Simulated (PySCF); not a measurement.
**BH2Br (SMILES BBr): CISD/STO-3G**

What is the vertical ionisation energy of BH2Br at CISD/STO-3G? The job is set up through a Python script.

The results are computed with PySCF 2.14.0.

5 further runs of the same task are left out: 5 set aside as unsound or not needed.

## 1. Starting point

BH2Br has 4 atoms, charge 0, and is taken as a singlet. SMILES: `BBr`. The coordinates come from a PBE0-D4/def2-TZVP relaxation.

Bond lengths: B1–Br2 1.891 Å, B1–H3 1.188 Å, B1–H4 1.188 Å. Angles: Br2–B1–H3 117.8°, Br2–B1–H4 117.8°, H3–B1–H4 124.3°.

## 2. The energy at CISD/STO-3G

run.py

```python
# BBr
from pyscf import gto, scf, ci

mol = gto.M(
    atom='''
B       -0.153900       0.025000      -0.096900
Br       1.470100      -0.363400       0.790800
H       -1.111200      -0.617300       0.191700
H       -0.149500       0.895400      -0.905900
''',
    spin=0,
    charge=0,
    verbose=3,
    max_memory=1860,
    basis='sto-3g',
)

myscf = scf.RHF(mol)
myscf.conv_tol = 1e-10
myscf.kernel()
if not myscf.converged:
    myscf = myscf.newton().run(myscf.mo_coeff, myscf.mo_occ)

cisd = ci.CISD(myscf, frozen=10)
cisd.kernel()
e_final = cisd.e_tot
print('E(%s) = %.9f' % ('CISD', e_final))
```

Started as:

```
$ OMP_NUM_THREADS=1 python run.py
```

Output:

```text
converged SCF energy = -2570.21524440676
E(RCISD) = -2570.275791433026  E_corr = -0.06054702626594199
E(CISD) = -2570.275791433
```

It took 0.65 s on 1 thread of Intel Xeon 6975P-C (Granite Rapids), shared host; peak memory 0.1 GiB.

## 3. The doublet cation

input.py

```python
from pyscf import gto, scf, ci

mol = gto.M(
    atom='''
B     -0.290829     0.047243    -0.183114
Br     2.778086    -0.686726     1.494395
H     -2.099864    -1.166528     0.362260
H     -0.282514     1.692061    -1.711903
''',
    verbose=3,
    spin=1,
    unit='bohr',
    max_memory=1860,
    charge=1,
    basis='sto-3g',
)

myscf = scf.UHF(mol)
myscf.conv_tol = 1e-10
myscf.kernel()
if not myscf.converged:
    myscf = myscf.newton().run(myscf.mo_coeff, myscf.mo_occ)

cisd = ci.CISD(myscf, frozen=10)
cisd.kernel()
energy = cisd.e_tot
print('Final energy', energy)
```

Started as:

```
$ OMP_NUM_THREADS=1 python input.py
```

Output:

```text
converged SCF energy = -2569.9165528765  <S^2> = 0.75300733  2S+1 = 2.0030051
E(UCISD) = -2569.973786670783  E_corr = -0.05723379428192422
Final energy -2569.973786670783
```

It took 0.54 s on 1 thread of Intel Xeon 6975P-C (Granite Rapids), shared host; peak memory 0.11 GiB.

## 4. What came out

At CISD/STO-3G, 10 core orbitals frozen:

| quantity | value |
| --- | --- |
| singlet BH2Br: total energy | -2570.27579 Eh |
| singlet BH2Br: dipole moment (Hartree–Fock density) | 0.98 D |
| singlet BH2Br: HOMO energy (Hartree–Fock orbitals) | -8.65 eV |
| singlet BH2Br: LUMO energy (Hartree–Fock orbitals) | 5.94 eV |
| singlet BH2Br: HOMO–LUMO gap (Hartree–Fock orbitals) | 14.59 eV |
| singlet BH2Br: correlation energy (10 core orbitals frozen) | -60.5 mEh |
| doublet cation: total energy | -2569.97379 Eh |
| doublet cation: HOMO energy (Hartree–Fock orbitals) (highest over α and β) | -19.24 eV |
| doublet cation: LUMO energy (Hartree–Fock orbitals) (lowest over α and β) | -7.60 eV |
| doublet cation: correlation energy (10 core orbitals frozen) | -57.2 mEh |
| doublet cation: ⟨S²⟩ of the reference determinant | 0.753 |
| vertical ionisation energy (to the doublet cation) | 8.218 eV |

Removing an electron at fixed nuclei costs 8.22 eV (190 kcal/mol). In a minimal basis such a difference can be off by several eV, whatever the method. Mulliken charges (doublet cation) of the mean-field density run from +0.06 on H3 to +0.64 on Br2; they depend strongly on the basis.
